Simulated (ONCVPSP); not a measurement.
# Hydrogen: generating and testing an ONCV potential

Task: generate the file, and judge it by its errors in other configurations, its logarithmic derivatives, its ghosts and its cutoff.

The numbers are computed with ONCVPSP 4.0.1 (BLYP, scalar-relativistic, spin-unpolarised reference atom).

### Step 1. The atom and the settings

Typed settings, in words:

| Property | Result |
| --- | --- |
| element | hydrogen (H, Z = 1) |
| type | optimised norm-conserving Vanderbilt (ONCV) |
| frozen core | none |
| valence charge | 1 |
| reference configuration | 1s1 |
| partial waves | 1s: rc 1.15 bohr, ncon 4, nbas 7, qcut 7.1 1/bohr, 1 projector; p scattering state at 0.03 Ha: rc 1.00 bohr, ncon 4, nbas 7, qcut 8.9 1/bohr, 1 projector |
| local potential | polynomial inside 0.95 bohr (lpopt 5, dvloc0 4 Ha) |
| core correction | not asked for |

An earlier all-electron run gives the scale for the radii.

All-electron outer shells of the reference configuration (BLYP, scalar-relativistic, ld1.x):

```json
{"shell": "1s", "level (eV)": "-6.53", "outermost node (bohr)": "–", "outermost maximum (bohr)": "1.01"}
```

### Step 2. Generation

Contents of H.dat:

```
# ATOM AND REFERENCE CONFIGURATION
# atsym  z   nc   nv     iexc    psfile
  H 1.00    0    1  -106131      upf
#
#   n    l    f
    1    0    1.00
#
# PSEUDOPOTENTIAL AND OPTIMIZATION
# lmax
    1
#
#   l,   rc,      ep,       ncon, nbas, qcut
    0    1.15    0.00    4    7    7.10
    1    1.00    0.03    4    7    8.90
#
# LOCAL POTENTIAL
# lloc, lpopt,  rc(5),   dvloc0
    4    5    0.95    4.00
#
# VANDERBILT-KLEINMAN-BYLANDER PROJECTORs
# l, nproj, debl
    0    1    3.80
    1    1    2.90
#
# MODEL CORE CHARGE
# icmod, fcfact, rcfact
    0    0.00    0.00
#
# LOG DERIVATIVE ANALYSIS
# epsh1, epsh2, depsh
   -2.00    5.00    0.02
#
# OUTPUT GRID
# rlmax, drl
    6.00    0.01
#
# TEST CONFIGURATIONS
# ncnf
    1
# nvcnf
#   n    l    f
    1
    1    0    0.50
#
```

Command:

```sh
$ oncvpsp.x < H.dat > H.out
```

Before running it: what results should come out? Wanted: cutoffs for 1 and 0.1 mHa per electron, occupied waves; bound ghosts; GHOST(+) flags; largest test error; largest phase difference near zero energy, channels read.

The runs gave:

| quantity | value |
| --- | --- |
| cutoffs for 1 and 0.1 mHa per electron, occupied waves | 16 Ha and 23 Ha |
| bound ghosts | none found |
| GHOST(+) flags | none at low energy |
| largest test error (AE − PS) | +1.5 meV, for 1s0.5 |
| largest phase difference near zero energy, channels read | 0.002 rad |

What this shows: The worst unpolarised test, 1s0.5, is off by 1.5 meV on 4.8 eV; by total energies transferability rates as very good. By its cutoff, 16 Ha for the looser tolerance, it is soft on the atom at that tolerance. No bound ghost shows below the valence levels. Near zero energy the phases of the channels with partial waves agree within 0.002 rad. All of this concerns the isolated atom, not yet a solid.
